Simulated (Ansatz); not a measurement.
I need a single point of Y3Sn, space group Fm-3m. Use the Python package of Ansatz (0.2.0). Use: PBEsol, PAW, the default cutoff (420 eV here), 5×5×5 k-points, Fermi-Dirac smearing of 0.1 eV.

```
Y Sn
1.0
     0.00000    3.84606    3.84606
     3.84606    0.00000    3.84606
     3.84606    3.84606    0.00000
Y Sn
3 1
Direct
  0.00000 0.00000 0.00000
  0.25000 0.25000 0.25000
  0.75000 0.75000 0.75000
  0.50000 0.50000 0.50000
```

Script `scf_y3sn.py`:
```python
"""Self-consistent field of Y3Sn at the given structure."""

import json

import ansatz as az
import numpy as np

MESH = (5, 5, 5)
OCCUPATIONS = "Fermi-Dirac"
SMEARING_WIDTH = 0.1


def main() -> None:
    lattice = az.Lattice.of(
        (0.0, 3.846059, 3.846059),
        (3.846059, 0.0, 3.846059),
        (3.846059, 3.846059, 0.0),
    )
    sites = [
        ("Y", (0.0, 0.0, 0.0)),
        ("Y", (0.25, 0.25, 0.25)),
        ("Y", (0.75, 0.75, 0.75)),
        ("Sn", (0.5, 0.5, 0.5)),
    ]
    xtal = az.Crystal(lattice=lattice)
    for symbol, position in sites:
        xtal = xtal.atom(symbol, position)

    # functional, basis and sampling
    base = xtal.calculation()
    base = base.functional(az.Functional.PBESOL)
    base = base.kpoints(mesh=MESH)
    base = base.occupations(OCCUPATIONS, width=SMEARING_WIDTH)
    base = base.band_table().density_of_states(energy_step=0.2, nscf_kmesh_spacing=0.24)
    history = []
    outcome = base.session().plan().execute(on_event=lambda event: history.append(event["data"]["dr2_ev"]) if event["event"] == "scf_iter" else None)
    r = outcome.report
    print("density residual by iteration (eV):", " ".join(f"{value:.1e}" for value in history[:40]))

    print(f"free energy      {r['free_energy_ev']:.5f} eV")
    print(f"per atom         {r['free_energy_ev'] / len(outcome.lattice.sites):.5f} eV")
    print(f"SCF iterations   {r['n_iterations']}  (converged: {r['converged']})")

    keep = ["free_energy_ev", "energy_sigma0_ev", "fermi_energy_ev", "n_iterations", "converged", "magnetization_mub", "n_kpoints"]
    with open("y3sn.json", "w") as handle:
        json.dump({key: r[key] for key in keep}, handle, indent=1)

    edges = r.get("band_edges_ev")
    if edges:
        print(f"band edges on the mesh: {edges[0]:.3f} and {edges[1]:.3f} eV, gap {edges[1] - edges[0]:.3f} eV")
    else:
        print("no band edges reported (a metal, or a gap too narrow for this smearing); Fermi level", round(r["fermi_energy_ev"], 3), "eV")

    dos = outcome.density_of_states()
    energy = np.asarray(dos.energies_ev) - dos.fermi_ev
    top = min(levels[-1] for levels in r["eigenvalues_ev"]) - dos.fermi_ev  # the computed bands end here
    total = np.asarray(dos.spin_summed_g_bin_mean_per_ev)
    print("E - E_F (eV)   states/eV")
    for e in np.arange(-6, min(8, top), 0.5):
        print(f"{e:8.1f} {np.interp(e, energy, total):12.3f}")


if __name__ == "__main__":
    main()
```

```console
$ python scf_y3sn.py
DeckWarning: basis.ecutwfc = 420 eV, auto-derived from the records' recommended cutoffs: set by Y (normal level)
density residual by iteration (eV): 8.5e-03 2.3e-03 1.0e-04 6.4e-06 2.5e-07 4.7e-09
free energy      -17336.19524 eV
per atom         -4334.04881 eV
SCF iterations   6  (converged: True)
no band edges reported (a metal, or a gap too narrow for this smearing); Fermi level 10.891 eV
E - E_F (eV)   states/eV
    -6.0        0.000
    -5.5        0.000
    -5.0        0.000
    -4.5        0.000
    -4.0        0.000
    -3.5        3.727
    -3.0        0.440
    -2.5        2.230
    -2.0        7.053
    -1.5        0.742
    -1.0        2.494
    -0.5        2.951
     0.0        7.449
     0.5        8.237
     1.0        1.569
```
(Warnings from the package without file and line.)

It writes `y3sn.json`:
```json
{
 "free_energy_ev": -17336.195242006266,
 "energy_sigma0_ev": -17336.092875532973,
 "fermi_energy_ev": 10.891390690031994,
 "n_iterations": 6,
 "converged": true,
 "magnetization_mub": 0.0,
 "n_kpoints": 10
}
```

Caveats:
- Total energies depend on the potentials; only differences at equal settings carry meaning.
- Spin is left out of this run.
- The mesh is modest for a metal, so energies can be off by several to tens of meV an atom and pressures by half a GPa or more; differences at equal mesh fare better.
- Only differences from the Fermi energy are physical; the zero of the scale is a convention.
- The structure comes from a database of computed cells and needn't be a stable or known phase.
- Levels are Kohn-Sham eigenvalues on this mesh, without spin-orbit coupling.
- The computed bands are complete only to about 1.5 eV above the Fermi level; beyond that the density of states is undercounted.
- Wall time of the script: 4 s on 1 thread of Arm Neoverse V1, on a shared host, peak memory 0.42 GiB.

(Lines on the test bed's own set-up are left out of the output.)
